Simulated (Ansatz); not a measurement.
# Cu: a slab and its surfaces, (100), 5 layers

What do the surfaces of Cu (100), 5 layers cost, and how tightly do they hold an electron? Methods of the runs shown: PAW. Its runs: bulk cell relaxed (PAW); bulk in the slab's orientation (PAW); the reference run (PAW); atoms relaxed (PAW); vacuum of 9 Å (PAW); no images along the normal (PAW); core holes in 2p of Cu (PAW); Zn in place of Cu in the outer layer (PAW); Zn in place of Cu in the middle layer (PAW).

Computed with Ansatz 0.2.0 (DFT, r2SCAN, PAW with Ansatz's default frozen-core files, scalar-relativistic, unless a step's input says otherwise).

## 1. The system as given

It takes space group Fm-3m (No. 225, cubic). The conventional cell has a = 3.615 Å, b = 3.615 Å, c = 3.615 Å, α = 90.00°, β = 90.00°, γ = 90.00°. Cu (site symmetry m-3m) is surrounded by 12 Cu at 2.56 Å.

Coordinates:

```cif
data_structure
_symmetry_space_group_name_H-M 'P 1'
_symmetry_Int_Tables_number 1
_cell_length_a 2.5562
_cell_length_b 2.5562
_cell_length_c 2.5562
_cell_angle_alpha 60.000
_cell_angle_beta 60.000
_cell_angle_gamma 60.000
_cell_volume 11.81
loop_
_atom_site_label
_atom_site_type_symbol
_atom_site_fract_x
_atom_site_fract_y
_atom_site_fract_z
_atom_site_occupancy
Cu1 Cu 0.00000 0.00000 0.00000 1
```

## 2. Bulk cell relaxed, PAW

The input, input.yaml:

```yaml
crystal:
  lattice:
    - [0.0, 1.8074791684, 1.8074791684]
    - [1.8074791684, 0.0, 1.8074791684]
    - [1.8074791684, 1.8074791684, 0.0]
  atoms:
    - { symbol: Cu, position: [0.0, 0.0, 0.0] }
kpoints:
  mp_grid: { grid: [21, 21, 21] }
scf:
  occupations: { method: fermi_dirac, width: 0.05 }
hamiltonian:
  xc: r2scan
  pseudopotentials: { kind: paw }
output:
  forces: true
  stress: true
  write_density: true
  write_potential: true
  elf: true
  volumetric_format: npy
relax:
  f_tol: 0.005
  max_steps: 40
  cell: {}
```

Command:

```console
> ansatz run input.yaml --threads 2 --pin off --max-ram 4096MiB --backend cpu --events-out ev --progress --plain --runs-dir out
```

The runs that follow: Bulk in the slab's orientation, PAW; Slab as cut, PAW; Atoms relaxed, PAW; Vacuum of 9 Å, PAW; No images along the normal, PAW; Core holes in 2p of Cu, PAW; Zn in place of Cu in the outer layer, PAW; Zn in place of Cu in the middle layer, PAW.

What does the calculation give? Wanted: surface energy; work function; outer layer spacing; surface core-level shift by Z+1; core-level shifts among the layers.

As calculated:

| quantity | value |
| --- | --- |
| surface energy (PAW, relaxed) | 1.75 J/m² |
| work function (PAW, relaxed) | 4.46 eV |
| outer layer spacing (PAW) | 1.79 → 1.73 Å |
| surface core-level shift by Z+1 (PAW) | -0.20 eV |
| core-level shifts among the layers (PAW holes) | Cu1 +0.00, Cu2 +0.24, Cu3 +0.23 eV |

**Reading.** By PAW the surface costs 1.77 J/m² as cut and 1.75 J/m² relaxed. The outermost spacing changes by -3.5 % (PAW). Vacuum of 9 Å moves the work function by -0.02 eV (PAW). Putting the next element in the outer rather than the middle layer costs -0.20 eV (PAW); in the Z+1 picture that is the binding energy at the surface less that inside. Thickness wasn't converged, and no reconstruction was sought. The program warned that the vacuum holds more density than its bound, so energies and levels may be slightly off.
